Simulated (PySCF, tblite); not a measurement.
**C5H13N2 radical: geometry, infrared bands and EPR parameters**

Aim: predict the infrared bands and EPR parameters of C5H13N2 radical (`C[CH]CNCCN`).

The runs use tblite 0.8.0 and PySCF 2.14.0, with density-fitted response routines of our own; the level of theory stands in each step. All values are computed, except where a source is named. Atoms count from 0, in the outputs and in this text.

**1. Starting geometry**

20 atoms, charge 0, multiplicity 2; geometry from: force field or distance geometry start.

Bonds of the start (Å): C0–C1 1.49, C1–C2 1.47, C2–N3 1.45, N3–C4 1.47, C4–C5 1.54, C5–N6 1.47, C0–H7 1.08, C0–H8 1.09, C0–H9 1.09, C1–H10 1.09, C2–H11 1.10, C2–H12 1.08, N3–H13 1.03, C4–H14 1.09, C4–H15 1.10, C5–H16 1.09, C5–H17 1.10, N6–H18 1.02, N6–H19 1.03.

**2. Optimising the geometry with GFN2-xTB**

Job settings and geometry (Å):

```
{"job": {"kind": "relax", "xc": "GFN2-xTB", "basis": "xTB"}, "charge": 0, "multiplicity": 2}
C      2.891700     1.894200     0.189900
C      1.599500     1.244000     0.564300
C      0.760200     0.624900    -0.475900
N     -0.197800    -0.269100     0.148800
C     -1.109000    -0.867100    -0.830300
C     -2.091100    -1.852700    -0.170100
N     -2.705800    -1.272000     1.027100
H      3.470500     1.266300    -0.479300
H      2.692800     2.850800    -0.300300
H      3.484300     2.084500     1.086800
H      1.157100     1.496000     1.528700
H      0.217600     1.424700    -1.007800
H      1.368600     0.086100    -1.188400
H      0.327500    -1.029800     0.607200
H     -0.548400    -1.386600    -1.613100
H     -1.689100    -0.066000    -1.306200
H     -2.862300    -2.148900    -0.874400
H     -1.545900    -2.762700     0.129800
H     -3.285000    -0.481800     0.749400
H     -1.940700    -0.824200     1.559900
```

The run is started by

```
OMP_NUM_THREADS=1 python probes_run.py task.json out
```

One launch serves the whole session: the jobs run in the order shown.

The program printed:

```text
step      E/eV     max force
  0    -627.83551    0.846
  1    -627.88386    0.314
  2    -627.89699    0.242
  3    -627.90846    0.235
  4    -627.91802    0.263
  5    -627.92403    0.213
  6    -627.92795    0.163
  7    -627.93120    0.140
  8    -627.93396    0.121
  9    -627.93573    0.084
 10    -627.93683    0.073
 11    -627.93775    0.074
 12    -627.93864    0.066
 13    -627.93942    0.059
 14    -627.94011    0.065
 15    -627.94090    0.099
 16    -627.94193    0.111
 17    -627.94307    0.087
 18    -627.94400    0.078
 19    -627.94467    0.062
 20    -627.94525    0.058
 21    -627.94588    0.055
 22    -627.94643    0.051
 23    -627.94682    0.043
 24    -627.94713    0.044
 25    -627.94745    0.043
 26    -627.94779    0.044
 27    -627.94811    0.038
 28    -627.94840    0.041
 29    -627.94866    0.039
 30    -627.94889    0.033
 31    -627.94908    0.038
 32    -627.94923    0.035
 33    -627.94938    0.029
 34    -627.94952    0.026
 35    -627.94966    0.025
 36    -627.94979    0.025
 37    -627.94990    0.022
 38    -627.95000    0.024
 39    -627.95011    0.021
 40    -627.95023    0.026
 41    -627.95037    0.028
 42    -627.95053    0.032
 43    -627.95071    0.037
 44    -627.95091    0.044
 45    -627.95111    0.043
 46    -627.95130    0.035
 47    -627.95146    0.032
 48    -627.95162    0.036
 49    -627.95183    0.050
 50    -627.95210    0.050
 51    -627.95240    0.038
 52    -627.95265    0.035
 53    -627.95283    0.033
 54    -627.95299    0.033
 55    -627.95315    0.027
 56    -627.95328    0.029
 57    -627.95339    0.023
 58    -627.95346    0.023
 59    -627.95353    0.020
 60    -627.95359    0.019
 61    -627.95365    0.024
 62    -627.95371    0.028
 63    -627.95380    0.028
 64    -627.95392    0.027
 65    -627.95405    0.027
 66    -627.95417    0.025
 67    -627.95429    0.028
 68    -627.95438    0.023
 69    -627.95443    0.013
 70    -627.95447    0.012
 71    -627.95451    0.013
 72    -627.95455    0.017
 73    -627.95460    0.017
 74    -627.95467    0.019
 75    -627.95476    0.023
 76    -627.95486    0.030
 77    -627.95498    0.031
 78    -627.95512    0.030
 79    -627.95527    0.038
 80    -627.95543    0.032
 81    -627.95555    0.024
 82    -627.95564    0.017
 83    -627.95568    0.012
 84    -627.95571    0.012
 85    -627.95574    0.015
 86    -627.95578    0.022
 87    -627.95584    0.022
 88    -627.95589    0.018
 89    -627.95595    0.016
 90    -627.95600    0.016
 91    -627.95605    0.014
 92    -627.95609    0.012
 93    -627.95612    0.013
 94    -627.95613    0.013
 95    -627.95615    0.012
 96    -627.95618    0.010
 97    -627.95620    0.011
 98    -627.95621    0.009
```

Run time: 0.57 s. Hardware: 1 thread of Arm Neoverse V1, shared host.

Relaxation path: (not every step is listed)

```tsv
step	energy from step 0 (eV)	largest force (eV/Å)
0	0.0000	0.8458
1	-0.0484	0.3142
2	-0.0615	0.2421
3	-0.0729	0.2351
4	-0.0825	0.2634
5	-0.0885	0.2125
6	-0.0924	0.1633
7	-0.0957	0.1399
8	-0.0984	0.1207
16	-0.1064	0.1108
24	-0.1116	0.0444
32	-0.1137	0.0353
40	-0.1147	0.0261
48	-0.1161	0.0363
56	-0.1178	0.0291
64	-0.1184	0.0269
72	-0.1190	0.0167
80	-0.1199	0.0318
88	-0.1204	0.0178
93	-0.1206	0.0130
94	-0.1206	0.0135
95	-0.1206	0.0121
96	-0.1207	0.0104
97	-0.1207	0.0108
98	-0.1207	0.0086
```

Distances of close pairs at the start and the end, largest changes first:

```tsv
bond	before (Å)	after (Å)	change (Å)
C2–H12	1.081	1.110	+0.029
N6–H19	1.034	1.016	-0.019
C0–C1	1.494	1.477	-0.017
C5–N6	1.466	1.450	-0.016
N3–C4	1.465	1.449	-0.016
C1–H10	1.091	1.075	-0.015
N3–H13	1.032	1.017	-0.015
C4–H14	1.094	1.106	+0.012
```

The next job starts from the end point, and lists it.

**3. Harmonic vibrations with GFN2-xTB**

Job settings and geometry (Å):

```
{"job": {"kind": "ir", "xc": "GFN2-xTB", "basis": "xTB"}, "charge": 0, "multiplicity": 2}
C      2.927569     1.876112     0.171142
C      1.651921     1.239868     0.558697
C      0.723351     0.691993    -0.451931
N     -0.202085    -0.257778     0.140832
C     -1.080978    -0.889006    -0.823521
C     -2.028150    -1.859629    -0.104437
N     -2.836235    -1.241589     0.928667
H      3.390187     1.349249    -0.664509
H      2.778264     2.914516    -0.153981
H      3.623229     1.897700     1.007789
H      1.305498     1.307862     1.574254
H      0.103531     1.495770    -0.892939
H      1.296991     0.254013    -1.294625
H      0.322743    -0.972068     0.639512
H     -0.530780    -1.428993    -1.616544
H     -1.666018    -0.096486    -1.304831
H     -2.696087    -2.321021    -0.836530
H     -1.440156    -2.652807     0.368031
H     -3.428612    -0.526465     0.517146
H     -2.219330    -0.770562     1.583834
```

The program printed:

```text
mode    cm-1     km/mol
  1     -17.5      0.22
  2      38.1      0.49
  3      65.5      0.14
  4      95.8      2.38
  5     142.4      0.23
  6     158.1      3.94
  7     252.2     22.20
  8     323.6     24.88
  9     364.8      8.84
 10     390.5     19.32
 11     410.1      8.23
 12     527.9      4.75
 13     798.6     76.66
 14     862.6      2.59
 15     915.5     12.86
 16     933.4     15.62
 17     944.6      1.21
 18     977.7     75.44
 19     997.1     41.89
 20    1024.7     28.65
 21    1072.0    119.92
 22    1117.1      7.31
 23    1120.5      2.12
 24    1140.2      7.56
 25    1158.5     18.03
 26    1165.5      3.43
 27    1208.0      2.45
 28    1239.3     18.31
 29    1277.0     20.28
 30    1319.9      5.54
 31    1321.6     23.12
 32    1330.0      5.66
 33    1368.3      7.07
 34    1398.1      1.17
 35    1402.7     31.18
 36    1463.1      5.88
 37    1469.6      4.01
 38    1478.9      1.81
 39    1479.5      2.41
 40    1491.1      4.43
 41    1578.1     31.40
 42    2720.9     81.34
 43    2783.5     44.70
 44    2790.2    144.47
 45    2867.4     37.21
 46    2929.7     23.26
 47    2950.0     81.11
 48    2966.2     55.38
 49    2986.3     33.17
 50    3020.2     31.49
 51    3126.2     36.02
 52    3342.4     12.04
 53    3378.5     11.85
 54    3405.2      5.93
```

It took 0.61 s on 1 thread of Arm Neoverse V1, shared host.

Which atoms move in the most intense modes:

```tsv
cm⁻¹	km/mol	atoms
799	76.7	H13 50 %, N3 11 %
978	75.4	H18 25 %, N6 13 %, H8 10 %
1072	119.9	C4 20 %, C5 16 %, C2 16 %, N3 15 %
2721	81.3	H12 65 %, H11 27 %
2784	44.7	H11 44 %, H14 34 %, H12 17 %
2790	144.5	H14 58 %, H11 23 %, H12 13 %
2950	81.1	H17 78 %
2966	55.4	H16 87 %
```

**4. EPR parameters: B3LYP/pcH-1**

Same as in step 3 but for these lines:

```diff
@@ -1,2 +1,2 @@
-{"job": {"kind": "ir", "xc": "GFN2-xTB", "basis": "xTB"}, "charge": 0, "multiplicity": 2}
+{"job": {"kind": "epr", "basis": "pcH-1"}, "charge": 0, "multiplicity": 2}
 C      2.927569     1.876112     0.171142
```

Method: UKS B3LYP, pcH-1 on C H N, non-relativistic, mean-field spin-orbit, GIAO.

The program printed:

```text
UKS, coarse grid
  cycle   1  E = -307.74723118  |g| = 3.87e-01
  cycle   2  E = -307.71502369  |g| = 4.84e-01
  cycle   3  E = -307.82138823  |g| = 4.89e-02
  cycle   4  E = -307.82205780  |g| = 2.86e-02
  cycle   5  E = -307.82240922  |g| = 5.83e-03
  cycle   6  E = -307.82242545  |g| = 1.92e-03
  cycle   7  E = -307.82242752  |g| = 1.25e-03
  cycle   8  E = -307.82242759  |g| = 2.26e-04
UKS, final grid
  cycle   1  E = -307.82241756  |g| = 2.76e-04
  cycle   2  E = -307.82241753  |g| = 4.08e-04
  cycle   3  E = -307.82241760  |g| = 2.50e-05
  cycle   4  E = -307.82241760  |g| = 1.44e-05
E = -307.82241760 Eh   <S^2> = 0.7538 (exact 0.7500)
g shifts (ppm)      1          2          3
  rmc          -136       -136       -136
  gc              2         31         30
  oz_so          -0        573        641
  total        -134        468        534
hyperfine (MHz)  atom isotope    a_iso     a_fc   dipolar eigenvalues
    0   13C     -34.10     -34.10     -2.20     -0.05      2.25
    1   13C      95.67      95.67    -80.56    -79.90    160.46
    2   13C     -35.16     -35.16     -1.68     -1.12      2.81
    3   14N       8.45       8.45     -0.82     -0.63      1.45
    4   13C      -0.75      -0.75     -0.68     -0.32      1.00
    5   13C      -0.00      -0.00     -0.18     -0.15      0.34
    6   14N      -0.01      -0.01     -0.03     -0.03      0.07
    7    1H      45.67      45.67     -4.62     -4.26      8.88
    8    1H     152.29     152.29     -5.26     -3.23      8.49
    9    1H      31.50      31.50     -4.92     -4.27      9.19
   10    1H     -60.29     -60.29    -38.52     -0.03     38.55
   11    1H     136.60     136.60     -5.47     -2.68      8.15
   12    1H      48.23      48.23     -5.15     -4.19      9.34
   13    1H      -2.08      -2.08     -5.10     -2.81      7.91
   14    1H       0.34       0.34     -1.11     -1.05      2.16
   15    1H       1.13       1.13     -1.56     -0.74      2.30
   16    1H       0.58       0.58     -0.42     -0.40      0.81
   17    1H       0.57       0.57     -0.66     -0.58      1.23
   18    1H       0.00       0.00     -0.49     -0.48      0.97
   19    1H      -0.01      -0.01     -0.81     -0.76      1.57
```

It took 87 s on 1 thread of Arm Neoverse V1, shared host; peak memory 1.1 GiB.

Principal g values 2.00219, 2.00279, 2.00285; g(iso) = 2.00261, against 2.00232 for a free electron.

Hyperfine couplings; where a row names several nuclei, a(iso) is their mean (it holds for fast rotation or exchange) and the dipolar term the largest among them:

```tsv
nuclei	isotope	a(iso) (MHz)	a(iso) (G, at g = 2.0023)	largest dipolar term (MHz)
C1	13C	95.7	34.1	160.5
H11, H12	1H	92.4	33.0	9.3
H7, H8, H9	1H	76.5	27.3	9.2
H10	1H	-60.3	-21.5	38.5
C2	13C	-35.2	-12.5	2.8
C0	13C	-34.1	-12.2	2.3
N3	14N	8.4	3.0	1.4
H13	1H	-2.1	-0.7	7.9
C4	13C	-0.8	-0.3	1.0
H14, H15	1H	0.7	0.3	2.3
H16, H17	1H	0.6	0.2	1.2
N6	14N	0.0	0.0	0.1
H18, H19	1H	0.0	0.0	1.6
C5	13C	0.0	0.0	0.3
```

Mulliken spin populations:

C0 -0.09; C1 1.02; C2 -0.08; N3 0.01; C4 0.00; C5 0.00; N6 0.00; H7 0.02; H8 0.06; H9 0.01; H10 -0.04; H11 0.06; H12 0.02; H13 0.01; H14 0.00; H15 0.00; H16 0.00; H17 0.00; H18 0.00; H19 0.00

In first order the couplings over 0.8 MHz of 1H, 14N give 144 distinct lines over 176.1 G, if the averaged nuclei exchange fast.

Orbitals, density, ELF and potential are computed afterwards from the orbital file.

ELF in a plane through or near 11 of the atoms.

Values, 10 rows by 14 columns:
```
0.00 0.00 0.00 0.00 0.00 0.00 0.00 0.00 0.00 0.00 0.00 0.00 0.00 0.00
0.00 0.00 0.00 0.00 0.00 0.01 0.00 0.00 0.00 0.01 0.00 0.00 0.00 0.00
0.00 0.00 0.02 0.01 0.20 0.98 0.09 0.01 0.13 0.91 0.40 0.54 0.00 0.00
0.00 0.01 0.76 0.59 0.35 1.00 0.06 0.63 0.06 0.97 0.87 0.92 0.03 0.00
0.00 0.03 0.82 0.87 0.81 0.27 0.11 0.86 0.20 0.36 0.80 0.48 0.00 0.00
0.00 0.01 0.19 0.70 0.57 0.68 0.53 0.63 0.51 0.89 0.76 0.67 0.01 0.00
0.00 0.00 0.36 0.99 0.35 0.92 0.92 0.13 0.74 0.45 0.96 1.00 0.04 0.00
0.00 0.00 0.06 0.64 0.01 0.96 0.91 0.28 1.00 0.45 0.13 0.50 0.00 0.00
0.00 0.00 0.00 0.00 0.00 0.03 0.02 0.04 0.54 0.07 0.00 0.00 0.00 0.00
0.00 0.00 0.00 0.00 0.00 0.00 0.00 0.00 0.00 0.00 0.00 0.00 0.00 0.00
```
The map spans 13.4 Å across and 8.7 Å up, centred on the molecule. Atoms in the plane (x, y in Å): C0 (-3.5, 0.1), C1 (-2.1, 0.6), N3 (0.3, 0.1), C4 (1.4, -0.8), C5 (2.7, -0.2), H7 (-3.6, -0.9), H10 (-1.8, 1.6), H12 (-1.2, -1.4), H14 (1.3, -1.8), H16 (3.5, -0.8), H19 (2.2, 1.8).

On the surface of density 0.002 e/bohr³ the electrostatic potential runs, from the 1st to the 99th percentile, from -1.93 V near N6 to 1.16 V near H13.

The spin density lies nearest to C1 63 %; H10 11 %; H8, H11 about 6 % each.

**5. What came out**

| quantity | value |
| --- | --- |
| strongest single infrared mode (GFN2-xTB) | 2790 cm⁻¹, 144 km/mol |
| zero-point energy (GFN2-xTB) | 110.2 kcal/mol |
| g(iso) (B3LYP) | 2.00261 |
| ⟨S²⟩ | 0.754 (exact 0.75) |
| largest a(iso) (averaged by class) | 13C on C1, 95.7 MHz |
| surface potential, 1st and 99th percentile | -1.93 V and 1.16 V |

In words: Over 98 steps the energy fell by 0.121 eV; of the close pairs, C2–H12 changed most, 1.081 to 1.110 Å. The lowest mode is slightly imaginary (18i cm⁻¹), a soft motion within the noise of the Hessian, so the minimum is not strictly shown. The strongest single mode, at 2790 cm⁻¹, moves mainly H14. Unscaled tight-binding wavenumbers are off by several per cent, some by more. Its intensities can rank the bands wrongly. Most of the unpaired spin sits on C1 (1.02 e). The isotropic g lies 0.3 ppt above the free-electron value.
